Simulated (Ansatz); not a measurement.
# CH7FSSi2: a ladder of functionals and wavefunction methods

How much do the methods differ for CH7FSSi2? The plan is to run it at one geometry with functionals of several rungs and with coupled cluster, and see how far each lands from CCSD(T) at the basis-set limit for the atomisation energy.

Computed with Ansatz 0.2.0, Gaussian basis. Level: functionals in def2-TZVPP, the program's frozen cores in correlated methods.

Plan: PBE-D4, r2SCAN-D4, PBE0-D4, B3LYP-D4, ωB97X-V, ωB97M-V, B2PLYP; CCSD(T)/def2-TZVPP; MP2/def2-QZVPP; extrapolation to the limit.

**1. The geometry**

An earlier PBE0-D4 in a triple-zeta def2 set relaxation fixed the geometry.

SMILES `C[SiH2]S[SiH2]F`, 12 atoms, charge 0, spin multiplicity 1.

Atoms are counted from 1 here; the program's logs count them from 0.

Bond lengths: C1–Si2 1.862 Å, C1–H6 1.093 Å, C1–H7 1.092 Å, C1–H8 1.092 Å, Si2–S3 2.156 Å, Si2–H9 1.484 Å, Si2–H10 1.486 Å, S3–Si4 2.110 Å, Si4–F5 1.597 Å, Si4–H11 1.479 Å, Si4–H12 1.482 Å. Angles: Si2–C1–H6 110.3°, Si2–C1–H7 110.6°, Si2–C1–H8 110.7°, H6–C1–H7 108.5°, H6–C1–H8 108.3°, H7–C1–H8 108.3°, C1–Si2–S3 111.1°, C1–Si2–H9 111.2°, C1–Si2–H10 110.9°, S3–Si2–H9 105.4°, S3–Si2–H10 108.6°, H9–Si2–H10 109.4°, Si2–S3–Si4 97.7°, S3–Si4–F5 111.6°, S3–Si4–H11 107.7°, S3–Si4–H12 111.0°, F5–Si4–H11 107.6°, F5–Si4–H12 106.6° and more.

**2. PBE-D4 (GGA)**

Input file in.yaml:

```yaml
crystal:
  periodic: [false, false, false]
  atoms:
    - {symbol: C, position_ang: [-1.203004, 1.374232, 0.764791]}
    - {symbol: Si, position_ang: [0.447117, 0.538249, 0.973209]}
    - {symbol: S, position_ang: [1.474102, 0.363218, -0.914106]}
    - {symbol: Si, position_ang: [0.646218, -1.481477, -1.516174]}
    - {symbol: F, position_ang: [1.400517, -2.714903, -0.837075]}
    - {symbol: H, position_ang: [-1.698316, 1.483537, 1.733505]}
    - {symbol: H, position_ang: [-1.078480, 2.366217, 0.325824]}
    - {symbol: H, position_ang: [-1.852603, 0.788647, 0.110858]}
    - {symbol: H, position_ang: [1.348675, 1.337780, 1.839656]}
    - {symbol: H, position_ang: [0.284735, -0.820995, 1.551458]}
    - {symbol: H, position_ang: [0.825315, -1.597464, -2.979259]}
    - {symbol: H, position_ang: [-0.776377, -1.582139, -1.113287]}
basis:
  gaussian: {orbitals: def2-TZVPP}
hamiltonian: {xc: pbe, dispersion: d4}
output: {forces: true, orbitals: {seedname: orbitals}}
```

Run with:

```sh
ansatz run in.yaml --threads 4 --pin off --events-out ev --progress --plain --max-ram 10444MiB
```

Standard output, cut to the lines that bear on the results:

```text
Functional definition: PBE
  name "PBE"
  cite "Perdew, Burke & Ernzerhof, Phys. Rev. Lett. 77, 3865 (1996) doi:10.1103/PhysRevLett.77.3865"
  parent pbe
[...]
1609 factors; their error is unknown
[...]
mean field -30447.49502153 eV, -1118.9248039878 hartree, gradient 1.7e-5 eV, S^2 0.000000; 0 other end points of the search recorded, 0 dependent functions left out
[...]
reference -30447.49506811 eV, -1118.9248056997 hartree; 33, 33 occupied and 253, 253 virtual orbitals, 1609 factors
Total energy: -30447.80930160 eV, -1118.9363535674 hartree
Atom 0 at    -1.203004     1.374232     0.764791 Å, force     0.017480    -0.006352     0.012446 eV/Å
Atom 1 at     0.447117     0.538249     0.973209 Å, force    -0.011276    -0.025543     0.024184 eV/Å
Atom 2 at     1.474102     0.363218    -0.914106 Å, force     0.209142     0.213083    -0.130243 eV/Å
Atom 3 at     0.646218    -1.481477    -1.516174 Å, force    -0.236184     0.289535    -0.179744 eV/Å
Atom 4 at     1.400517    -2.714903    -0.837075 Å, force     0.300743    -0.508939     0.267327 eV/Å
Atom 5 at    -1.698316     1.483537     1.733505 Å, force    -0.100606     0.025160     0.182204 eV/Å
Atom 6 at    -1.078480     2.366217     0.325824 Å, force     0.016687     0.188749    -0.082627 eV/Å
Atom 7 at    -1.852603     0.788647     0.110858 Å, force    -0.125124    -0.107939    -0.123636 eV/Å
Atom 8 at     1.348675     1.337780     1.839656 Å, force     0.102580     0.084203     0.098483 eV/Å
Atom 9 at     0.284735    -0.820995     1.551458 Å, force    -0.014066    -0.141949     0.075923 eV/Å
Atom 10 at     0.825315    -1.597464    -2.979259 Å, force     0.018536     0.000179    -0.182826 eV/Å
Atom 11 at    -0.776377    -1.582139    -1.113287 Å, force    -0.177911    -0.010187     0.038508 eV/Å
Dipole moment:    -0.375081     0.244265     0.072441 e Å
```

Run time: 3.6 s. Hardware: 4 threads of Arm Neoverse V1, shared host; peak memory 0.44 GiB.

Atomisation energy: 4174.0 kJ/mol (free atoms -30404.549 eV, run apart). HOMO -6.57 eV, LUMO -0.85 eV.

**3. r2SCAN-D4 (meta-GGA)**

in.yaml: that of step 2 with these lines changed.

```diff
@@ -17,3 +17,3 @@
   gaussian: {orbitals: def2-TZVPP}
-hamiltonian: {xc: pbe, dispersion: d4}
+hamiltonian: {xc: r2scan, dispersion: d4}
 output: {forces: true, orbitals: {seedname: orbitals}}
```

The command is unchanged.

Standard output, cut to the lines that bear on the results:

```text
Functional definition: r2SCAN
  name "r2SCAN"
  cite "Furness, Kaplan, Ning, Perdew & Sun, J. Phys. Chem. Lett. 11, 8208 (2020) doi:10.1021/acs.jpclett.0c02405"
  cite "Furness, Kaplan, Ning, Perdew & Sun, J. Phys. Chem. Lett. 11, 9248 (2020) doi:10.1021/acs.jpclett.0c03077"
  parent r2scan
[...]
1609 factors; their error is unknown
[...]
mean field -30460.84857749 eV, -1119.4155381180 hartree, gradient 5.3e-5 eV, S^2 0.000000; 0 other end points of the search recorded, 0 dependent functions left out
[...]
reference -30460.84859132 eV, -1119.4155386264 hartree; 33, 33 occupied and 253, 253 virtual orbitals, 1609 factors
Total energy: -30460.92537332 eV, -1119.4183603127 hartree
Atom 0 at    -1.203004     1.374232     0.764791 Å, force     0.001997    -0.004356     0.011258 eV/Å
Atom 1 at     0.447117     0.538249     0.973209 Å, force     0.004914    -0.002223     0.044730 eV/Å
Atom 2 at     1.474102     0.363218    -0.914106 Å, force     0.043747     0.033652    -0.032272 eV/Å
Atom 3 at     0.646218    -1.481477    -1.516174 Å, force    -0.045090    -0.011510    -0.053058 eV/Å
Atom 4 at     1.400517    -2.714903    -0.837075 Å, force     0.018291    -0.031914     0.023716 eV/Å
Atom 5 at    -1.698316     1.483537     1.733505 Å, force    -0.001988     0.004470    -0.024790 eV/Å
Atom 6 at    -1.078480     2.366217     0.325824 Å, force    -0.015709    -0.018157     0.009391 eV/Å
Atom 7 at    -1.852603     0.788647     0.110858 Å, force     0.002659     0.024285     0.015471 eV/Å
Atom 8 at     1.348675     1.337780     1.839656 Å, force    -0.020601    -0.015414    -0.006483 eV/Å
Atom 9 at     0.284735    -0.820995     1.551458 Å, force     0.002770     0.020757     0.001084 eV/Å
Atom 10 at     0.825315    -1.597464    -2.979259 Å, force    -0.011424     0.001850     0.027850 eV/Å
Atom 11 at    -0.776377    -1.582139    -1.113287 Å, force     0.020433    -0.001440    -0.016897 eV/Å
Dipole moment:    -0.388899     0.243094     0.074995 e Å
```

Run time: 7 s. Hardware: 4 threads of Arm Neoverse V1, shared host; peak memory 0.47 GiB.

Atomisation energy: 4180.0 kJ/mol (free atoms -30417.603 eV, run apart). HOMO -6.86 eV, LUMO -0.49 eV.

**4. PBE0-D4 (hybrid)**

in.yaml: that of step 3 with these lines changed.

```diff
@@ -17,3 +17,3 @@
   gaussian: {orbitals: def2-TZVPP}
-hamiltonian: {xc: r2scan, dispersion: d4}
-output: {forces: true, orbitals: {seedname: orbitals}}
+hamiltonian: {xc: pbe0, dispersion: d4}
+output: {orbitals: {seedname: orbitals}}
```

Launched as before.

Standard output:

```text
Functional definition: PBE0
  name "PBE0"
  cite "Adamo & Barone, J. Chem. Phys. 110, 6158 (1999) doi:10.1063/1.478522"
  cite "Perdew, Burke & Ernzerhof, Phys. Rev. Lett. 77, 3865 (1996) doi:10.1103/PhysRevLett.77.3865"
  parent pbe
  parameter a = 0.25
  parameter kappa = 0.804
  parameter beta = 0.06672455060314922
  exchange = (1 - a)*pbe_x(kappa = kappa, mu = beta*pi^2/3) + a*exact_x
  correlation = pbe_c(beta = beta)
1646 factors; their error is unknown
mean field evaluation 1: about -30444.0909 eV, gradient 5.6e1 eV
mean field evaluation 2: about -30440.6731 eV, gradient 6.9e1 eV
mean field evaluation 4: about -30450.2604 eV, gradient 3.5e0 eV
mean field evaluation 8: about -30450.2833 eV, gradient 3.3e-2 eV
mean field evaluation 16: about -30450.3308 eV, gradient 4.2e-5 eV
mean field -30450.33075861 eV, -1119.0290154032 hartree, gradient 4.2e-5 eV, S^2 0.000000; 0 other end points of the search recorded, 0 dependent functions left out
reference -30450.33079326 eV, -1119.0290166769 hartree; 33, 33 occupied and 253, 253 virtual orbitals, 1646 factors
Total energy: -30450.59960061 eV, -1119.0388951645 hartree
```

Wall time 5 s (4 threads of Arm Neoverse V1, shared host); peak memory 0.89 GiB.

With the free atoms at this level, -30407.677 eV in sum, the atomisation energy is 4141.4 kJ/mol. HOMO -7.77 eV, LUMO 0.01 eV.

**5. B3LYP-D4 (hybrid)**

B3LYP here takes the VWN-RPA correlation.

in.yaml: that of step 4 with these lines changed.

```diff
@@ -17,3 +17,3 @@
   gaussian: {orbitals: def2-TZVPP}
-hamiltonian: {xc: pbe0, dispersion: d4}
-output: {orbitals: {seedname: orbitals}}
+hamiltonian: {xc: {name: B3LYP}, dispersion: d4}
+output: {forces: true, orbitals: {seedname: orbitals}}
```

The command is unchanged.

Standard output, cut to the lines that bear on the results:

```text
Functional definition: B3LYP
  name "B3LYP"
  cite "Stephens, Devlin, Chabalowski & Frisch, J. Phys. Chem. 98, 11623 (1994) doi:10.1021/j100096a001"
  cite "Becke, Phys. Rev. A 38, 3098 (1988) doi:10.1103/PhysRevA.38.3098"
  cite "Lee, Yang & Parr, Phys. Rev. B 37, 785 (1988) doi:10.1103/PhysRevB.37.785"
  cite "Vosko, Wilk & Nusair, Can. J. Phys. 58, 1200 (1980) doi:10.1139/p80-159"
[...]
1627 factors; their error is unknown
[...]
mean field -30466.54587120 eV, -1119.6249098002 hartree, gradient 4.9e-5 eV, S^2 0.000000; 0 other end points of the search recorded, 0 dependent functions left out
[...]
reference -30466.54616880 eV, -1119.6249207368 hartree; 33, 33 occupied and 253, 253 virtual orbitals, 1627 factors
Total energy: -30467.05556636 eV, -1119.6436407516 hartree
Atom 0 at    -1.203004     1.374232     0.764791 Å, force    -0.094716     0.038302    -0.006566 eV/Å
[...]
Atom 2 at     1.474102     0.363218    -0.914106 Å, force     0.109759     0.097851    -0.073503 eV/Å
Atom 3 at     0.646218    -1.481477    -1.516174 Å, force    -0.213303    -0.013615    -0.264178 eV/Å
Atom 4 at     1.400517    -2.714903    -0.837075 Å, force     0.092115    -0.158045     0.088128 eV/Å
Atom 5 at    -1.698316     1.483537     1.733505 Å, force     0.006241     0.004784    -0.052321 eV/Å
Atom 6 at    -1.078480     2.366217     0.325824 Å, force    -0.023111    -0.044604     0.021625 eV/Å
Atom 7 at    -1.852603     0.788647     0.110858 Å, force     0.018605     0.043993     0.035555 eV/Å
Atom 8 at     1.348675     1.337780     1.839656 Å, force    -0.066114    -0.049977    -0.044289 eV/Å
Atom 9 at     0.284735    -0.820995     1.551458 Å, force     0.006819     0.102346    -0.029268 eV/Å
Atom 10 at     0.825315    -1.597464    -2.979259 Å, force    -0.021361    -0.001303     0.090481 eV/Å
Atom 11 at    -0.776377    -1.582139    -1.113287 Å, force     0.096308    -0.001642    -0.038680 eV/Å
Dipole moment:    -0.384249     0.247029     0.069146 e Å
```

Wall time 8 s (4 threads of Arm Neoverse V1, shared host); peak memory 0.98 GiB.

With the free atoms at this level, -30423.997 eV in sum, the atomisation energy is 4154.5 kJ/mol. HOMO -7.51 eV, LUMO -0.17 eV.

**6. ωB97X-V (range-separated)**

in.yaml: that of step 5 with these lines changed.

```diff
@@ -17,3 +17,3 @@
   gaussian: {orbitals: def2-TZVPP}
-hamiltonian: {xc: {name: B3LYP}, dispersion: d4}
-output: {forces: true, orbitals: {seedname: orbitals}}
+hamiltonian: {xc: {name: wB97X-V}}
+output: {orbitals: {seedname: orbitals}}
```

The command is unchanged.

Standard output, cut to the lines that bear on the results:

```text
Functional definition: wB97X-V
  name "wB97X-V"
  cite "Mardirossian & Head-Gordon, Phys. Chem. Chem. Phys. 16, 9904 (2014) doi:10.1039/C3CP54374A"
  cite "Becke, J. Chem. Phys. 107, 8554 (1997) doi:10.1063/1.475007"
  cite "Vydrov & Van Voorhis, J. Chem. Phys. 133, 244103 (2010) doi:10.1063/1.3521275"
[...]
      + integral(e_c_pw_opposite_spin*poly(b97_u_opposite, cos0, cos1)) + vv10(b, c)
1622 factors; their error is unknown
362 factors; integrals over basis functions are off by at most 9.9e-6 eV
[...]
mean field -30459.50683380 eV, -1119.3662299469 hartree, gradient 6.7e-5 eV, S^2 0.000000; 0 other end points of the search recorded, 0 dependent functions left out
reference -30459.50683149 eV, -1119.3662298619 hartree; 33, 33 occupied and 253, 253 virtual orbitals, 1622 factors
Total energy: -30459.50683149 eV, -1119.3662298619 hartree
```

Run time: 12 s. Hardware: 4 threads of Arm Neoverse V1, shared host; peak memory 1.1 GiB.

Atomisation energy: 4197.7 kJ/mol (free atoms -30416.000 eV, run apart). HOMO -10.09 eV, LUMO 2.05 eV.

**7. ωB97M-V (range-separated)**

in.yaml: that of step 6 with these lines changed.

```diff
@@ -17,3 +17,3 @@
   gaussian: {orbitals: def2-TZVPP}
-hamiltonian: {xc: {name: wB97X-V}}
-output: {orbitals: {seedname: orbitals}}
+hamiltonian: {xc: {name: wB97M-V}}
+output: {forces: true, orbitals: {seedname: orbitals}}
```

The command is unchanged.

Standard output, cut to the lines that bear on the results:

```text
Functional definition: wB97M-V
  name "wB97M-V"
  cite "Mardirossian & Head-Gordon, J. Chem. Phys. 144, 214110 (2016) doi:10.1063/1.4952647"
  cite "Becke, J. Chem. Phys. 107, 8554 (1997) doi:10.1063/1.475007"
  cite "Vydrov & Van Voorhis, J. Chem. Phys. 133, 244103 (2010) doi:10.1063/1.3521275"
  # Of w^i u^j: cxij and so on, Table III.
[...]
  gx(w, u) = 1 - cx + cx01*u + cx10*w
  gss(w, u) = css00 + css04*u^4 + css10*w + css20*w^2 + css43*w^4*u^3
  gos(w, u) = cos00 + cos10*w + (cos20 + cos21*u)*w^2 + (cos60 + cos61*u)*w^6
[...]
      + integral(e_c_pw_mod_opposite_spin*gos(b97_w_opposite, b97_u_opposite)) + vv10(b, c)
1622 factors; their error is unknown
362 factors; integrals over basis functions are off by at most 9.9e-6 eV
[...]
Atom 2 at     1.474102     0.363218    -0.914106 Å, force     0.010283     0.004687    -0.010633 eV/Å
Atom 3 at     0.646218    -1.481477    -1.516174 Å, force    -0.200636     0.056963    -0.210959 eV/Å
Atom 4 at     1.400517    -2.714903    -0.837075 Å, force     0.059445    -0.082826     0.064513 eV/Å
Atom 5 at    -1.698316     1.483537     1.733505 Å, force     0.031603    -0.005766    -0.076201 eV/Å
Atom 6 at    -1.078480     2.366217     0.325824 Å, force    -0.008969    -0.069244     0.029324 eV/Å
Atom 7 at    -1.852603     0.788647     0.110858 Å, force     0.039288     0.041327     0.042279 eV/Å
Atom 8 at     1.348675     1.337780     1.839656 Å, force    -0.110055    -0.091919    -0.096470 eV/Å
Atom 9 at     0.284735    -0.820995     1.551458 Å, force     0.014353     0.142731    -0.071631 eV/Å
Atom 10 at     0.825315    -1.597464    -2.979259 Å, force    -0.028856     0.011418     0.184294 eV/Å
Atom 11 at    -0.776377    -1.582139    -1.113287 Å, force     0.162028     0.016775    -0.039195 eV/Å
Dipole moment:    -0.382821     0.242866     0.069966 e Å
```

Run time: 18 s. Hardware: 4 threads of Arm Neoverse V1, shared host; peak memory 1.2 GiB.

With the free atoms at this level, -30418.143 eV in sum, the atomisation energy is 4186.3 kJ/mol. HOMO -9.93 eV, LUMO 1.76 eV.

**8. B2PLYP (double hybrid)**

in.yaml: that of step 7 with these lines changed.

```diff
@@ -17,3 +17,2 @@
   gaussian: {orbitals: def2-TZVPP}
-hamiltonian: {xc: {name: wB97M-V}}
-output: {forces: true, orbitals: {seedname: orbitals}}
+hamiltonian: {xc: {name: B2PLYP}}
```

The command is unchanged.

Standard output, cut to the lines that bear on the results:

```text
Functional definition: B2PLYP
  name "B2PLYP"
  cite "Grimme, J. Chem. Phys. 124, 034108 (2006) doi:10.1063/1.2148954"
  cite "Becke, Phys. Rev. A 38, 3098 (1988) doi:10.1103/PhysRevA.38.3098"
  cite "Lee, Yang & Parr, Phys. Rev. B 37, 785 (1988) doi:10.1103/PhysRevB.37.785"
[...]
1650 factors; integrals over basis functions are off by at most 1.1e-3 eV
[...]
mean field -30444.64120521 eV, -1118.8199281725 hartree, gradient 7.0e-6 eV, S^2 0.000000; 0 other end points of the search recorded, 0 dependent functions left out
17 core orbitals not correlated: weight in the atoms' cores, before any rotation towards them, 1.000 or more for the frozen orbitals, at most 0.000 for the correlated occupied ones
reference -30444.64139290 eV, -1118.8199350698 hartree; 16, 16 occupied and 253, 253 virtual orbitals, 1650 factors
second order -28.09916690 eV of doubles, -0.00000000 eV of singles
Total energy: -30452.22816796 eV, -1119.0987439109 hartree
```

Run time: 8 s. Hardware: 4 threads of Arm Neoverse V1, shared host; peak memory 0.81 GiB.

Atomisation energy: 4111.0 kJ/mol (free atoms -30409.621 eV, run apart).

**9. Frontier levels by functional**

Dipoles come from the runs that computed forces. Levels are read from the orbital files that the runs wrote:

```csv
functional,HOMO (eV),LUMO (eV),gap (eV),dipole (D)
PBE-D4,-6.57,-0.85,5.72,2.18
r2SCAN-D4,-6.86,-0.49,6.37,2.23
PBE0-D4,-7.77,0.01,7.78,
B3LYP-D4,-7.51,-0.17,7.34,2.22
ωB97X-V,-10.09,2.05,12.14,
ωB97M-V,-9.93,1.76,11.69,2.20
```

**10. CCSD(T) in def2-TZVPP**

in.yaml: that of step 8 with these lines changed.

```diff
@@ -17,2 +17,2 @@
   gaussian: {orbitals: def2-TZVPP}
-hamiltonian: {xc: {name: B2PLYP}}
+correlation: {method: ccsd_t}
```

The command is unchanged.

Standard output, cut to the lines that bear on the results:

```text
Functional definition: HF
  name "HF"
  cite "Fock, Z. Phys. 61, 126 (1930) doi:10.1007/BF01340294"
  parent pbe
[...]
1650 factors; integrals over basis functions are off by at most 1.1e-3 eV
[...]
mean field -30395.43098027 eV, -1117.0114857618 hartree, gradient 2.7e-6 eV, S^2 0.000000; 0 other end points of the search recorded, 0 dependent functions left out
17 core orbitals not correlated: weight in the atoms' cores, before any rotation towards them, 1.000 or more for the frozen orbitals, at most 0.000 for the correlated occupied ones
reference -30395.43098027 eV, -1117.0114857618 hartree; 16, 16 occupied and 253, 253 virtual orbitals, 1650 factors
second order -23.19442228 eV of doubles, -0.00000000 eV of singles
cycle   1  -24.09467545 eV  change   -9.0e-1 eV  update   1.0e-1
[...]
cycle   9  -24.78619338 eV  change   -2.5e-5 eV  update   2.0e-5
perturbative correction -0.92033155 eV, -0.0338215607 hartree
Total energy: -30421.13750520 eV, -1117.9561831284 hartree
```

Run time: 4.9 min. Hardware: 4 threads of Arm Neoverse V1, shared host; peak memory 8 GiB.

**11. MP2 in def2-QZVPP**

in.yaml: that of step 10 with these lines changed.

```diff
@@ -16,3 +16,3 @@
 basis:
-  gaussian: {orbitals: def2-TZVPP}
-correlation: {method: ccsd_t}
+  gaussian: {orbitals: "def2-QZVPP.json"}
+correlation: {method: mp2}
```

The command is unchanged.

Standard output:

```text
Functional definition: HF
  name "HF"
  cite "Fock, Z. Phys. 61, 126 (1930) doi:10.1007/BF01340294"
  parent pbe
  exchange = exact_x
  correlation = 0
3144 factors; integrals over basis functions are off by at most 9.8e-4 eV
mean field evaluation 1: about -30392.5936 eV, gradient 3.8e1 eV
mean field evaluation 2: about -30392.7709 eV, gradient 3.8e1 eV
mean field evaluation 4: about -30396.3580 eV, gradient 4.0e0 eV
mean field evaluation 8: about -30396.4211 eV, gradient 2.5e-1 eV
mean field -30396.42146929 eV, -1117.0478855620 hartree, gradient 3.3e-6 eV, S^2 0.000000; 0 other end points of the search recorded, 0 dependent functions left out
17 core orbitals not correlated: weight in the atoms' cores, before any rotation towards them, 1.000 or more for the frozen orbitals, at most 0.000 for the correlated occupied ones
reference -30396.42146929 eV, -1117.0478855620 hartree; 16, 16 occupied and 501, 501 virtual orbitals, 3144 factors
second order -25.13061731 eV of doubles, -0.00000000 eV of singles
Total energy: -30421.55208660 eV, -1117.9714187141 hartree
```

Wall time 37 s (4 threads of Arm Neoverse V1, shared host); peak memory 3.7 GiB.

Energy pieces by basis (eV):

```csv
basis,HF,MP2 correlation,CCSD correlation,(T),total
def2-TZVPP,-30395.4310,-23.1944,-24.7862,-0.9203,-30421.1375
def2-QZVPP,-30396.4215,-25.1306,,,-30421.5521 (MP2)
```

The report of the def2-TZVPP run gives T1 = 0.0112.

**12. The basis-set limit**

No new run: Hartree-Fock is extrapolated as exp(−7.88√X) and correlation as X^−2.97, with X = 3 and 4; only MP2 was run in the larger set, so CCSD(T) minus MP2 is added from the smaller one.

```csv
level,energy at the limit (eV)
HF,-30396.5579
MP2,-30423.1227
CCSD,-30424.7145
CCSD(T),-30425.6348
```

**13. Atomisation energies**

Free atoms (1 C, 2 Si, 1 S, 1 F, 7 H) were run apart at each level; the atomisation energy is their sum less the molecule, without zero-point or spin-orbit terms.

```csv
method,rung,atomisation energy (kJ/mol),from CCSD(T)/CBS (kJ/mol),time
PBE-D4,GGA,4174.0,-9.0,3.6 s
r2SCAN-D4,meta-GGA,4180.0,-3.0,7 s
PBE0-D4,hybrid,4141.4,-41.6,5 s
B3LYP-D4,hybrid,4154.5,-28.5,8 s
ωB97X-V,range-separated,4197.7,+14.7,12 s
ωB97M-V,range-separated,4186.3,+3.3,18 s
B2PLYP,double hybrid,4111.0,-72.0,8 s
HF/def2-TZVPP,wavefunction,3163.4,-1019.6,
MP2/def2-TZVPP,wavefunction,4108.2,-74.8,
CCSD/def2-TZVPP,wavefunction,4018.7,-164.3,
CCSD(T)/def2-TZVPP,wavefunction,4067.6,-115.4,4.9 min
MP2/CBS,wavefunction,4223.6,+40.6,
CCSD(T)/CBS,wavefunction,4183.0,0,5.5 min
```

Among the levels timed on like hardware and quicker than the yardstick, those that no quicker one beats, quickest first: PBE-D4 (3.6 s, -9.0 kJ/mol); r2SCAN-D4 (7 s, -3.0 kJ/mol).

B2PLYP carry no dispersion term (for B3LYP, D4 adds 49.1 kJ/mol).

Times are those of the molecule's run; HF, MP2 and CCSD come out of the CCSD(T) runs, and the limit's time is the sum of the runs that it needs.

**14. What came out**

| quantity | value |
| --- | --- |
| atomisation energy, CCSD(T)/CBS | 4183.0 kJ/mol |
| functionals within 20.9 kJ/mol (0.5 %) | PBE-D4, r2SCAN-D4, ωB97X-V, ωB97M-V |
| farthest | B2PLYP (-72.0 kJ/mol) |
| mean size of error, hybrid | 35.0 kJ/mol |
| mean size of error, range-separated | 9.0 kJ/mol |
| gap, smallest and largest | 5.72 eV (PBE-D4), 12.14 eV (ωB97X-V) |
| T1 diagnostic | 0.0112 |
| triples share of the correlation energy | 3.6 % |

**Reading.** PBE-D4 misses by -9.0 kJ/mol. Double hybrids carry the basis error of their MP2 part in triple zeta, and no dispersion term here, so their miss is partly the set-up's. The reference freezes the cores and leaves out relativity and excitations past (T), so misses under about 20.9 kJ/mol can't be ranked. Hartree-Fock recovers 76 % of the binding; the rest is correlation. The gap grows from 5.7 to 12.1 eV across the functionals, mostly with the share of exact exchange.

For cost: r2SCAN-D4 gets within 3.0 kJ/mol in 7 s, where CCSD(T)/CBS took 5.5 min; the quickest level in the cost chart, PBE-D4, takes 3.6 s and misses by 9.0 kJ/mol.
